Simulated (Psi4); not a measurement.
# SnHClF (SMILES [F][SnH][Cl]): UX3LYP/STO-6G, part 2 of 2

Psi4 1.11.

## Step 3: The distorted shape at the same level

File input.json:

```json
{
  "schema_name": "qcschema_input",
  "schema_version": 1,
  "molecule": {
    "schema_name": "qcschema_molecule",
    "schema_version": 2,
    "symbols": ["F", "Sn", "Cl", "H"],
    "geometry": [-2.59293857, 0.58164069, 1.4762805, -0.63474389, -0.38956893, -1.19875344, 2.68314087, -3.00883894, 1.19771598, 0.93115121, 2.24655177, -1.83149421],
    "molecular_charge": 0,
    "molecular_multiplicity": 2,
    "fix_symmetry": "c1"
  },
  "driver": "energy",
  "model": {
    "method": "x3lyp",
    "basis": "STO-6G"
  },
  "keywords": {
    "reference": "uks",
    "scf_type": "pk",
    "scf_properties": ["WIBERG_LOWDIN_INDICES", "LOWDIN_CHARGES", "NO_OCCUPATIONS", "ESP_AT_NUCLEI", "MBIS_CHARGES"]
  }
}
```

Launch:

```
$ psi4 --qcschema input.json -n 1 --memory 1600MB
```

stdout:

```text
Psi4 1.11 release

   => Loading Basis Set <=

    Name: STO-6G
    Role: ORBITAL
    Keyword: BASIS

         ---------------------------------------------------------
                                   SCF
                              UKS Reference
                        1 Threads,   1525 MiB Core
         ---------------------------------------------------------

  ==> Geometry <==

    Molecular point group: c1
    Full point group: C1

    Geometry (in Bohr), charge = 0, multiplicity = 2:

       Center              X                  Y                   Z               Mass
    ------------   -----------------  -----------------  -----------------  -----------------
         F           -2.417935353652     1.374261896190     1.908865427639    18.998403162730
         SN          -0.459740673652     0.403052276190    -0.766168512361   119.902201630000
         CL           2.858144086348    -2.216217733810     1.630300907639    34.968852682000
         H            1.106154426348     3.039172976190    -1.398909282361     1.007825032230

  Running in c1 symmetry.

  Rotational constants: A =      0.31682  B =      0.08444  C =      0.06798 [cm^-1]
  Rotational constants: A =   9497.87963  B =   2531.42756  C =   2037.96460 [MHz]
  Nuclear repulsion =  349.565080313986812

  Charge       = 0
  Multiplicity = 2
  Electrons    = 77
  Nalpha       = 39
  Nbeta        = 38

  ==> Algorithm <==

  SCF Algorithm Type is PK.
  DIIS enabled.
  MOM disabled.
  Fractional occupation disabled.
  Guess Type is SAD.
  Energy threshold   = 1.00e-06
  Density threshold  = 1.00e-06
  Integral threshold = 1.00e-12

  ==> Primary Basis <==

  Basis Set: STO-6G
    Blend: STO-6G
    Number of shells: 20
    Number of basis functions: 42
    Number of Cartesian functions: 44
    Spherical Harmonics?: true
    Max angular momentum: 2

  ==> DFT Potential <==

   => LibXC <=

    Version 7.1.2

   => Composite Functional: X3LYP <=

    X3LYP Hyb-GGA Exchange-Correlation Functional

    Deriv               =              1
    GGA                 =           TRUE
    Meta                =          FALSE

    Exchange Hybrid     =           TRUE
    MP2 Hybrid          =          FALSE

   => Exchange Functionals <=

    0.0730   Slater exchange
    0.5424         Becke 88

   => Exact (HF) Exchange <=

    0.2180               HF

   => Correlation Functionals <=

    0.1290   Vosko, Wilk & Nusair (VWN5_RPA)
    0.8710   Lee, Yang & Parr

   => LibXC Density Thresholds  <==

    XC_HYB_GGA_XC_X3LYP:  1.00E-15

   => Molecular Quadrature <=

    Radial Scheme          =       TREUTLER
    Pruning Scheme         =           NONE
    Nuclear Scheme         =       TREUTLER

    Blocking Scheme        =         OCTREE
    BS radius alpha        =              1
    Pruning alpha          =              1
    Radial Points          =             75
    Spherical Points       =            302
    Total Points           =          84189
    Total Blocks           =            682
    Max Points             =            256
    Max Functions          =             40
    Weights Tolerance      =       1.00E-15

  ==> Integral Setup <==

  Using in-core PK algorithm.
   Calculation information:
      Number of atoms:                   4
      Number of AO shells:              20
      Number of primitives:            120
      Number of atomic orbitals:        44
      Number of basis functions:        42

      Integral cutoff                 1.00e-12
      Number of threads:                 1

  Performing in-core PK
  Using 816312 doubles for integral storage.
  We computed 16714 shell quartets total.
  Whereas there are 22155 unique shell quartets.

  ==> DiskJK: Disk-Based J/K Matrices <==

    J tasked:                  Yes
    K tasked:                  Yes
    wK tasked:                  No
    Memory [MiB]:             1080
    Schwarz Cutoff:          1E-12

  Cached 100.0% of DFT collocation blocks in 0.063 [GiB].

  Minimum eigenvalue in the overlap matrix is 3.1631687974E-01.
  Reciprocal condition number of the overlap matrix is 1.7470041324E-01.
    Using symmetric orthogonalization.

  ==> Pre-Iterations <==

  SCF Guess: Superposition of Atomic Densities via on-the-fly atomic UHF (no occupation information).

   -------------------------
    Irrep   Nso     Nmo
   -------------------------
     A         42      42
   -------------------------
    Total      42      42
   -------------------------

  ==> Iterations <==

                        Total Energy        Delta E     RMS |[F,P]|

   @UKS iter SAD: -6552.32170702078201   -6.55232e+03   0.00000e+00
   @UKS iter   1: -6554.62713316677764   -2.30543e+00   1.22637e-02 DIIS/ADIIS
   @UKS iter   2: -6554.66887992095963   -4.17468e-02   7.76316e-03 DIIS/ADIIS
   @UKS iter   3: -6554.79057664367701   -1.21697e-01   4.13533e-03 DIIS/ADIIS
   @UKS iter   4: -6554.81572395492549   -2.51473e-02   4.79629e-04 DIIS/ADIIS
   @UKS iter   5: -6554.81631627390107   -5.92319e-04   1.76337e-04 DIIS/ADIIS
   @UKS iter   6: -6554.81640015849189   -8.38846e-05   1.00795e-04 DIIS/ADIIS
   @UKS iter   7: -6554.81641854715508   -1.83887e-05   4.19869e-05 DIIS
   @UKS iter   8: -6554.81642203583397   -3.48868e-06   1.84766e-06 DIIS
   @UKS iter   9: -6554.81642204921354   -1.33796e-08   5.31209e-07 DIIS
  Energy and wave function converged.

  ==> Post-Iterations <==

   Electrons on quadrature grid:
      Nalpha   =   38.9999911763 ; deviation = -8.824e-06
      Nbeta    =   37.9999909479 ; deviation = -9.052e-06
      Ntotal   =   76.9999821242 ; deviation = -1.788e-05

   @Spin Contamination Metric:   1.617439732E-03
   @S^2 Expected:                7.500000000E-01
   @S^2 Observed:                7.516174397E-01
   @S   Expected:                5.000000000E-01
   @S   Observed:                5.000000000E-01

    Orbital Energies [Eh]
    ---------------------

    Alpha Occupied:

       1A   -1030.413624     2A   -148.038954     3A   -142.382278
       4A   -142.382075     5A   -142.381755     6A   -101.588549
       7A    -26.292676     8A    -25.090906     9A    -25.089929
      10A    -25.088454    11A    -24.700385    12A    -17.146794
      13A    -17.146649    14A    -17.145488    15A    -17.144719
      16A    -17.144612    17A     -9.118865    18A     -6.961441
      19A     -6.950826    20A     -6.950106    21A     -3.884548
      22A     -3.034622    23A     -3.033499    24A     -3.029236
      25A     -1.099727    26A     -0.668671    27A     -0.609664
      28A     -0.597943    29A     -0.596493    30A     -0.593327
      31A     -0.591396    32A     -0.392183    33A     -0.309890
      34A     -0.284583    35A     -0.267192    36A     -0.225956
      37A     -0.201448    38A     -0.194911    39A     -0.150429

    Alpha Virtual:

      40A      0.089296    41A      0.173389    42A      0.278154

    Beta Occupied:

       1A   -1030.412856     2A   -148.038373     3A   -142.381886
       4A   -142.381571     5A   -142.381108     6A   -101.588053
       7A    -26.291773     8A    -25.090281     9A    -25.089136
      10A    -25.087761    11A    -24.697173    12A    -17.146259
      13A    -17.146082    14A    -17.145047    15A    -17.144160
      16A    -17.144133    17A     -9.118210    18A     -6.960054
      19A     -6.949939    20A     -6.949777    21A     -3.882377
      22A     -3.033462    23A     -3.031152    24A     -3.026655
      25A     -1.086690    26A     -0.664594    27A     -0.607282
      28A     -0.595671    29A     -0.595093    30A     -0.591833
      31A     -0.589242    32A     -0.377776    33A     -0.291513
      34A     -0.272166    35A     -0.240241    36A     -0.217507
      37A     -0.194020    38A     -0.192503

    Beta Virtual:

      39A     -0.049590    40A      0.106191    41A      0.191823
      42A      0.297371

    Final Occupation by Irrep:
              A
    DOCC [    38 ]
    SOCC [     1 ]
    NA   [    39 ]
    NB   [    38 ]

  @UKS Final Energy: -6554.81642204921354

   => Energetics <=

    Nuclear Repulsion Energy =            349.5650803139868117
    One-Electron Energy =               -9760.1867482157849736
    Two-Electron Energy =                3014.3894137602355840
    DFT Exchange-Correlation Energy =    -158.5841679076504249
    Empirical Dispersion Energy =           0.0000000000000000
    VV10 Nonlocal Energy =                  0.0000000000000000
    Total Energy =                      -6554.8164220492126333

  UHF NO Occupations:
  HONO-2 :   37  A 1.9997774
  HONO-1 :   38  A 1.9995062
  HONO-0 :   39  A 1.0000000
  LUNO+0 :   40  A 0.0004938
  LUNO+1 :   41  A 0.0002226
  LUNO+2 :   42  A 0.0000925

Computation Completed

Properties will be evaluated at   0.000000,   0.000000,   0.000000 [a0]

Properties computed using the SCF density matrix

 Electrostatic potentials at the nuclear coordinates:
 ---------------------------------------------
   Center     Electrostatic Potential (a.u.)
 ---------------------------------------------
    1  F           -26.515649328419
    2 SN           -288.343595056972
    3 CL           -64.311375079484
    4  H            -1.223410963718
 ---------------------------------------------

 Multipole Moments:

 ------------------------------------------------------------------------------------
     Multipole            Electronic (a.u.)      Nuclear  (a.u.)        Total (a.u.)
 ------------------------------------------------------------------------------------

 L = 1.  Multiply by 2.5417464519 to convert [e a0] to [Debye]
 Dipole X            :         -6.0749985            4.9461520           -1.1288464
 Dipole Y            :          2.7912697           -2.1155576            0.6757120
 Dipole Z            :         -6.2333350            5.1875694           -1.0457656
 Magnitude           :                                                    1.6806269

 ------------------------------------------------------------------------------------
  Lowdin Charges: (a.u.)
   Center  Symbol    Alpha    Beta     Spin     Total
       1     F     4.66005  4.50567  0.15438 -0.16572
       2    SN    25.00512 24.30844  0.69667  0.68644
       3    CL     8.73230  8.64963  0.08267 -0.38192
       4     H     0.60254  0.53626  0.06628 -0.13880

  Total alpha = 39.00000, Total beta = 38.00000, Total charge =  0.00000
  ==> Computing MBIS Charges <==

  Electron Count from Grid (Expected Number): 76.99998 (77.00000)
  Difference: -0.00002

  MBIS Charges: (a.u.)
   Center  Symbol  Z      Pop.       Charge
      1       F    9    9.310159   -0.310159
      2      SN   50   48.907615    1.092385
      3      CL   17   17.527502   -0.527502
      4       H    1    1.254706   -0.254706

  MBIS Dipoles: [e a0]
   Center  Symbol  Z        X           Y           Z
      1       F    9   -0.013575    0.021483    0.051312
      2      SN   50    0.190714    0.284475    0.680192
      3      CL   17    0.182840   -0.125897    0.153720
      4       H    1    0.052835    0.086677    0.001697

  MBIS Quadrupoles: [e a0^2]
   Center  Symbol  Z      XX        XY        XZ        YY        YZ        ZZ
      1       F    9   -3.0425   -0.0230   -0.0387   -3.0858    0.0304   -3.0207
      2      SN   50   -13.9587   -0.2968   -0.3068   -14.1930   -0.1236   -14.1327
      3      CL   17   -9.2362    0.0286   -0.0698   -9.2124    0.0596   -9.2310
      4       H    1   -0.8543    0.0410   -0.0232   -0.8082   -0.0358   -0.8821

  MBIS Octupoles: [e a0^3]
   Center  Symbol  Z      XXX       XXY       XXZ       XYY       XYZ       XZZ       YYY       YYZ       YZZ       ZZZ
      1       F    9   -0.2746    0.0315    0.1090   -0.0954    0.0406   -0.0041    0.2018    0.1777    0.0353    0.4292
      2      SN   50    0.3532    0.7367    0.8810   -0.0103    0.4704    0.2589    1.2764    1.1797    0.5526    3.5893
      3      CL   17    1.7892   -0.4925    0.7071    0.5731   -0.1475    0.7562   -1.2459    0.5188   -0.5019    1.3998
      4       H    1    0.1817    0.0682    0.0208    0.0024    0.0212    0.0673    0.2141    0.0350    0.1122    0.0057

  MBIS Radial Moments:
   Center  Symbol  Z      [a0^2]      [a0^3]      [a0^4]
      1       F    9    9.149003   13.253674   22.685574
      2      SN   50   42.284446   90.361178   259.007857
      3      CL   17   27.679592   60.108413   153.228234
      4       H    1    2.544613    5.056884   11.832853

  MBIS Valence Widths: [a0]
   Center  Symbol  Z     Width
      1       F    9    0.318844
      2      SN   50    0.667250
      3      CL   17    0.509652
      4       H    1    0.416139

  MBIS Valence Charges: (a.u.)
   Center  Symbol  Z     Charge
      1       F    9   -7.883360
      2      SN   50   -4.037148
      3      CL   17   -9.103225
      4       H    1   -1.254706

  Wiberg Bond Indices using Orthogonal Lowdin Orbitals:

  Total Bond Index:
  Irrep: 1 Size: 4 x 4

                 1                   2                   3                   4

    1     0.00000000000000     1.17999962858195     0.07980304565963     0.03383721128015
    2     1.17999962858195     0.00000000000000     0.81895583198426     0.91940633330590
    3     0.07980304565963     0.81895583198426     0.00000000000000     0.02309943671407
    4     0.03383721128015     0.91940633330590     0.02309943671407     0.00000000000000

  Alpha Contribution:
  Irrep: 1 Size: 4 x 4

                 1                   2                   3                   4

    1     0.00000000000000     0.48159524652724     0.03522588103693     0.01882441294890
    2     0.48159524652724     0.00000000000000     0.36659437588391     0.45372644404198
    3     0.03522588103693     0.36659437588391     0.00000000000000     0.00642176016680
    4     0.01882441294890     0.45372644404198     0.00642176016680     0.00000000000000

  Beta Contribution:
  Irrep: 1 Size: 4 x 4

                 1                   2                   3                   4

    1     0.00000000000000     0.69840438205471     0.04457716462270     0.01501279833126
    2     0.69840438205471     0.00000000000000     0.45236145610035     0.46567988926391
    3     0.04457716462270     0.45236145610035     0.00000000000000     0.01667767654727
    4     0.01501279833126     0.46567988926391     0.01667767654727     0.00000000000000

  Atomic Valences:

 #  #
 Irrep: 1
      1:    1.293639885521735
      2:    2.918361793872112
      3:    0.921858314357958
      4:    0.976342981300120

  Natural Orbital Occupations:

  Alpha Occupations:
  HONO-2 :   37  A    1.000
  HONO-1 :   38  A    1.000
  HONO-0 :   39  A    1.000
  LUNO+0 :   40  A    0.000
  LUNO+1 :   41  A   -0.000
  LUNO+2 :   42  A   -0.000

  Beta Occupations:
  HONO-2 :   36  A    1.000
  HONO-1 :   37  A    1.000
  HONO-0 :   38  A    1.000
  LUNO+0 :   39  A    0.000
  LUNO+1 :   40  A    0.000
  LUNO+2 :   41  A    0.000
  LUNO+3 :   42  A   -0.000

  Total Occupations:
  HONO-2 :   36  A    2.000
  HONO-1 :   37  A    2.000
  HONO-0 :   38  A    2.000
  LUNO+0 :   39  A    1.000
  LUNO+1 :   40  A    0.000
  LUNO+2 :   41  A    0.000
  LUNO+3 :   42  A   -0.000

	total time  =         15 seconds =       0.25 minutes

    Psi4 run time: 0:00:14.69
```

The result, in JSON:

```text
{
 "driver": "energy",
 "model": {
  "method": "x3lyp",
  "basis": "STO-6G"
 },
 "success": true,
 "return_result": -6554.8164220492135,
 "properties": {
  "calcinfo_nbasis": 42,
  "calcinfo_nmo": 42,
  "calcinfo_nalpha": 39,
  "calcinfo_nbeta": 38,
  "calcinfo_natom": 4,
  "nuclear_repulsion_energy": 349.5650803139868,
  "return_energy": -6554.8164220492135,
  "scf_one_electron_energy": -9760.186748215785,
  "scf_two_electron_energy": 3014.3894137602356,
  "scf_xc_energy": -158.58416790765042,
  "scf_dipole_moment": [-1.1288464421630389, 0.6757120486663544, -1.0457655891019861],
  "scf_total_energy": -6554.8164220492135,
  "scf_iterations": 9
 }
}
```

It took 16 s on 1 thread of Intel Xeon 6975P-C (Granite Rapids), shared host; peak memory 0.27 GiB.

Atomic charges (e):

| atom | Löwdin | MBIS |
| --- | --- | --- |
| F1 | -0.166 | -0.310 |
| Sn2 | +0.686 | +1.092 |
| Cl3 | -0.382 | -0.527 |
| H4 | -0.139 | -0.255 |

## Step 4: Summary of results

What follows sums up all 2 parts.

Level: UX3LYP/STO-6G.

```
                                           quantity           value
                          first shape: total energy  -6554.82638 Eh
                         first shape: dipole moment          3.04 D
    first shape: HOMO energy (highest over α and β)        -3.62 eV
     first shape: LUMO energy (lowest over α and β)        -0.78 eV
                                  first shape: ⟨S²⟩           0.752
                      distorted shape: total energy  -6554.81642 Eh
                     distorted shape: dipole moment          4.27 D
distorted shape: HOMO energy (highest over α and β)        -4.09 eV
 distorted shape: LUMO energy (lowest over α and β)        -1.35 eV
                              distorted shape: ⟨S²⟩           0.752
             energy change with the atoms displaced        0.271 eV
```

**Reading.** With the atoms displaced the energy rises by 0.27 eV (6.2 kcal/mol). The first shape isn't relaxed at this level, so the change isn't measured from a minimum. The minimal basis adds a large error of its own. Relativity is left out (first shape) although the molecule holds a heavy atom. Relativity is left out (distorted shape) although the molecule holds a heavy atom.
